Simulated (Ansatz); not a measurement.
**C4H9NSi: small, medium and large basis sets**

The task here is to estimate one member of a computed series from the others.

Method: one geometry, several basis sets; program: Ansatz 0.2.0, Gaussian basis.

Levels to be run: PBE0-D4/def2-SVP; ωB97M-V/def2-SVP; PBE0-D4/def2-QZVPP; ωB97M-V/def2-QZVPP; the functionals' def2-TZVPP values are taken from earlier runs.

### Structure used throughout

All runs share one geometry, relaxed beforehand with PBE0-D4 in a triple-zeta def2 set.

SMILES `C=CN([SiH3])C=C`, 15 atoms, charge 0, spin multiplicity 1.

Atoms are counted from 1 here; the program's logs count them from 0.

Bond lengths: C1–C2 1.331 Å, C1–H7 1.085 Å, C1–H8 1.081 Å, C2–N3 1.391 Å, C2–H9 1.087 Å, N3–Si4 1.749 Å, N3–C5 1.393 Å, Si4–H10 1.482 Å, Si4–H11 1.483 Å, Si4–H12 1.487 Å, C5–C6 1.332 Å, C5–H13 1.086 Å, C6–H14 1.082 Å, C6–H15 1.081 Å. Angles: C2–C1–H7 122.8°, C2–C1–H8 120.0°, H7–C1–H8 117.2°, C1–C2–N3 125.6°, C1–C2–H9 120.5°, N3–C2–H9 113.8°, C2–N3–Si4 119.9°, C2–N3–C5 119.0°, Si4–N3–C5 121.0°, N3–Si4–H10 108.9°, N3–Si4–H11 105.8°, N3–Si4–H12 112.4°, H10–Si4–H11 111.9°, H10–Si4–H12 108.8°, H11–Si4–H12 109.1°, N3–C5–C6 126.8°, N3–C5–H13 113.4°, C6–C5–H13 119.8° and more.

The first run:

in.yaml reads:

```yaml
crystal:
  periodic: [false, false, false]
  atoms:
    - {symbol: C, position_ang: [-1.680870, -1.362353, -0.348323]}
    - {symbol: C, position_ang: [-0.847972, -0.381955, -0.691505]}
    - {symbol: N, position_ang: [0.294175, -0.008605, 0.008605]}
    - {symbol: Si, position_ang: [1.048191, -1.137889, 1.111089]}
    - {symbol: C, position_ang: [0.779509, 1.289060, -0.132155]}
    - {symbol: C, position_ang: [0.132326, 2.330426, -0.653266]}
    - {symbol: H, position_ang: [-1.586431, -1.915401, 0.579875]}
    - {symbol: H, position_ang: [-2.493135, -1.636344, -1.006987]}
    - {symbol: H, position_ang: [-1.002006, 0.177417, -1.610533]}
    - {symbol: H, position_ang: [1.174423, -2.452394, 0.438328]}
    - {symbol: H, position_ang: [2.372018, -0.557722, 1.442162]}
    - {symbol: H, position_ang: [0.267860, -1.314761, 2.364352]}
    - {symbol: H, position_ang: [1.796543, 1.411400, 0.227784]}
    - {symbol: H, position_ang: [-0.898282, 2.281143, -0.980065]}
    - {symbol: H, position_ang: [0.643633, 3.277968, -0.749361]}
basis:
  gaussian: {orbitals: def2-SVP}
hamiltonian: {xc: pbe0, dispersion: d4}
output: {orbitals: {seedname: orbitals}}
```

Launch:

```sh
$ ansatz run in.yaml --threads 2 --pin off --events-out ev --progress --plain --max-ram 32768MiB --backend cpu
```

Steps of the session up to this table: PBE0-D4 in def2-SVP; ωB97M-V in def2-SVP; PBE0-D4 in def2-QZVPP; ωB97M-V in def2-QZVPP.

One table of the session follows, with a row left open; its other results are not shown here.

```
functional       basis  HOMO (eV)  LUMO (eV)
   PBE0-D4    def2-SVP          ?          ?
   PBE0-D4  def2-TZVPP      -6.06      -0.12
   PBE0-D4  def2-QZVPP      -6.08      -0.19
   ωB97M-V    def2-SVP      -8.06       2.25
   ωB97M-V  def2-TZVPP      -8.17       1.87
   ωB97M-V  def2-QZVPP      -8.18       1.54
```

Q: Estimate the row for PBE0-D4, def2-SVP from the others.

As computed: HOMO (eV): -5.97; LUMO (eV): 0.12. In the column «HOMO (eV)» it is the highest.
